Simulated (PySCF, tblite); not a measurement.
# CH5O2Si radical: geometry, infrared bands and EPR parameters

Aim: predict the infrared bands and EPR parameters of CH5O2Si radical (`[O]CO[SiH3]`).

The runs use tblite 0.8.0 and PySCF 2.14.0, with density-fitted response routines of our own; the level of theory stands in each step. All values are computed, except where a source is named. Atoms count from 0, in the outputs and in this text.

## Step 1: Starting geometry

9 atoms, charge 0, multiplicity 2; geometry from: force field or distance geometry start.

Bonds of the start (Å): O0–C1 1.40, C1–O2 1.39, O2–Si3 1.73, C1–H4 1.09, C1–H5 1.13, Si3–H6 1.46, Si3–H7 1.46, Si3–H8 1.50.

## Step 2: Optimising the geometry with GFN2-xTB

Job settings and geometry (Å):

```
{"job": {"kind": "relax", "xc": "GFN2-xTB", "basis": "xTB"}, "charge": 0, "multiplicity": 2}
O      0.956100     1.305200     0.599000
C      1.268900     0.078000     0.007800
O      0.348500    -0.132300    -1.013700
Si    -1.189500    -0.123800    -0.225000
H      2.307400     0.007600    -0.303100
H      1.013300    -0.749200     0.739200
H     -1.558100     1.264700     0.037700
H     -2.212100    -0.858000    -0.961700
H     -0.920900    -0.786200     1.094700
```

Run with:

```bash
$ OMP_NUM_THREADS=1 python probes_run.py task.json out
```

The driver reads the jobs from task.json and runs them one after another.

**Question.** This job is followed by: GFN2-xTB harmonic vibrations, gas phase; UKS B3LYP, pcH-1 on C H O Si, non-relativistic, mean-field spin-orbit, GIAO. Predict these results of the whole session: strongest single infrared mode (GFN2-xTB); zero-point energy (GFN2-xTB); g(iso) (B3LYP); ⟨S²⟩; largest a(iso) (averaged by class); potential on the surface of density 0.002 e/bohr³, 1st and 99th percentile.

As calculated:

| quantity | value |
| --- | --- |
| strongest single infrared mode (GFN2-xTB) | 2249 cm⁻¹, 244 km/mol |
| zero-point energy (GFN2-xTB) | 34.3 kcal/mol |
| g(iso) (B3LYP) | 2.01044 |
| ⟨S²⟩ | 0.755 (exact 0.75) |
| largest a(iso) (averaged by class) | 1H on H4, H5, 363.6 MHz |
| potential on the surface of density 0.002 e/bohr³, 1st and 99th percentile | -1.17 V and 1.43 V |

Over 70 steps the energy fell by 1.051 eV; of the close pairs, O0–C1 changed most, 1.398 to 1.282 Å. No mode is imaginary among the 21: a minimum at this level. The strongest single mode, at 2249 cm⁻¹, moves mainly H8 and H6. GFN2-xTB is a fitted tight-binding method: band positions and strengths are rough. Its intensities can rank the bands wrongly. Most of the unpaired spin sits on O0 (0.72 e). The isotropic g lies 8.1 ppt above the free-electron value.
